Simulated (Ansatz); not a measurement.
# C2H11BFNSi: one species, many methods

The task here is to estimate one member of a computed series from the others.

Program: Ansatz 0.2.0, Gaussian basis. Level of theory: functionals in def2-TZVPP, the program's frozen cores in correlated methods. These are calculated values, not measurements.

Levels to be run: LDA (SPW92), PBE-D4, revPBE-D4, BLYP-D4, r2SCAN-D4, B97M-V, PBE0-D4, B3LYP-D4, r2SCANh-D4, r2SCAN0-D4, HSE06-D4, BHLYP-D4, CAM-B3LYP-D4, LC-ωPBE, ωB97X-V, ωB97M-V, B2PLYP, PBE-QIDH; CCSD(T)/def2-SVP; MP2/def2-TZVPP; RPA on PBE.

1 further run of the same task is left out (it didn't finish). Runs told in other sessions of the task aren't counted.

### The geometry

All runs share one geometry, relaxed beforehand with PBE0-D4 in a triple-zeta def2 set.

SMILES `C[B-](C)(F)[NH2+][SiH3]`, 17 atoms, charge 0, spin multiplicity 1.

Atoms are counted from 1 here; the program's logs count them from 0.

Bond lengths: C1–B2 1.603 Å, C1–H7 1.094 Å, C1–H8 1.096 Å, C1–H9 1.097 Å, B2–C3 1.601 Å, B2–F4 1.430 Å, B2–N5 1.691 Å, C3–H10 1.096 Å, C3–H11 1.097 Å, C3–H12 1.094 Å, N5–Si6 1.808 Å, N5–H13 1.017 Å, N5–H14 1.016 Å, Si6–H15 1.473 Å, Si6–H16 1.473 Å, Si6–H17 1.489 Å. Angles: B2–C1–H7 109.7°, B2–C1–H8 112.8°, B2–C1–H9 113.2°, H7–C1–H8 106.5°, H7–C1–H9 106.4°, H8–C1–H9 107.8°, C1–B2–C3 117.3°, C1–B2–F4 112.0°, C1–B2–N5 106.6°, C3–B2–F4 112.1°, C3–B2–N5 107.3°, F4–B2–N5 99.8°, B2–C3–H10 112.8°, B2–C3–H11 112.5°, B2–C3–H12 110.2°, H10–C3–H11 107.8°, H10–C3–H12 106.6°, H11–C3–H12 106.5° and more.

Set-up of the first run:

in.yaml

```yaml
crystal:
  periodic: [false, false, false]
  atoms:
    - {symbol: C, position_ang: [-0.511042, -0.668474, -1.597032]}
    - {symbol: B, position_ang: [-0.068095, -0.644246, -0.056955]}
    - {symbol: C, position_ang: [1.066409, -1.677697, 0.397506]}
    - {symbol: F, position_ang: [-1.194156, -0.661673, 0.823724]}
    - {symbol: N, position_ang: [0.517131, 0.912009, 0.253019]}
    - {symbol: Si, position_ang: [-0.817110, 1.905495, 0.961658]}
    - {symbol: H, position_ang: [-0.994136, -1.622871, -1.826706]}
    - {symbol: H, position_ang: [0.336961, -0.574921, -2.285370]}
    - {symbol: H, position_ang: [-1.235577, 0.114945, -1.850608]}
    - {symbol: H, position_ang: [1.989762, -1.579193, -0.184692]}
    - {symbol: H, position_ang: [1.326896, -1.575598, 1.458603]}
    - {symbol: H, position_ang: [0.718682, -2.705946, 0.260109]}
    - {symbol: H, position_ang: [1.300059, 0.845577, 0.898636]}
    - {symbol: H, position_ang: [0.880467, 1.317408, -0.604447]}
    - {symbol: H, position_ang: [-2.004953, 1.804916, 0.097080]}
    - {symbol: H, position_ang: [-1.017136, 1.503278, 2.364747]}
    - {symbol: H, position_ang: [-0.313060, 3.306593, 0.930928]}
basis:
  gaussian: {orbitals: def2-TZVPP}
hamiltonian: {xc: lda}
output: {orbitals: {seedname: orbitals}}
```

Started as:

```
$ ansatz run in.yaml --threads 4 --pin off --events-out ev --progress --plain --max-ram 11315MiB
```

Among the steps run: LDA; PBE-D4 (GGA); revPBE-D4 (GGA); BLYP-D4 (GGA); r2SCAN-D4 (meta-GGA); B97M-V (meta-GGA); B3LYP-D4 (hybrid); r2SCANh-D4 (hybrid); r2SCAN0-D4 (hybrid); HSE06-D4 (hybrid); BHLYP-D4 (hybrid); CAM-B3LYP-D4 (range-separated); LC-ωPBE (range-separated); ωB97X-V (range-separated); ωB97M-V (range-separated); B2PLYP (double hybrid); PBE-QIDH (double hybrid).

One table of the session follows, with a row left open; its other results are not shown here.

It belongs to the step «Orbital energies across the functionals». 

| functional | HOMO (eV) | gap (eV) |
| --- | --- | --- |
| LDA (SPW92) | -6.27 | 4.87 |
| PBE-D4 | -6.13 | 4.95 |
| revPBE-D4 | -6.07 | 4.99 |
| BLYP-D4 | -6.06 | 4.95 |
| r2SCAN-D4 | -6.43 | 5.72 |
| B97M-V | -6.57 | 5.50 |
| PBE0-D4 | -7.57 | 7.22 |
| B3LYP-D4 | -7.37 | 6.76 |
| r2SCANh-D4 | -6.97 | 6.53 |
| r2SCAN0-D4 | -7.77 | 7.73 |
| HSE06-D4 | -7.17 | 6.45 |
| BHLYP-D4 | -8.97 | 9.36 |
| CAM-B3LYP-D4 | -9.03 | 9.56 |
| LC-ωPBE | ? | ? |
| ωB97X-V | -10.01 | 11.59 |
| ωB97M-V | -9.91 | 11.10 |

Q: Estimate the row for LC-ωPBE from the others.

**Answer.** HOMO (eV): -10.33; gap (eV): 12.11. In the column «HOMO (eV)» it is the lowest.
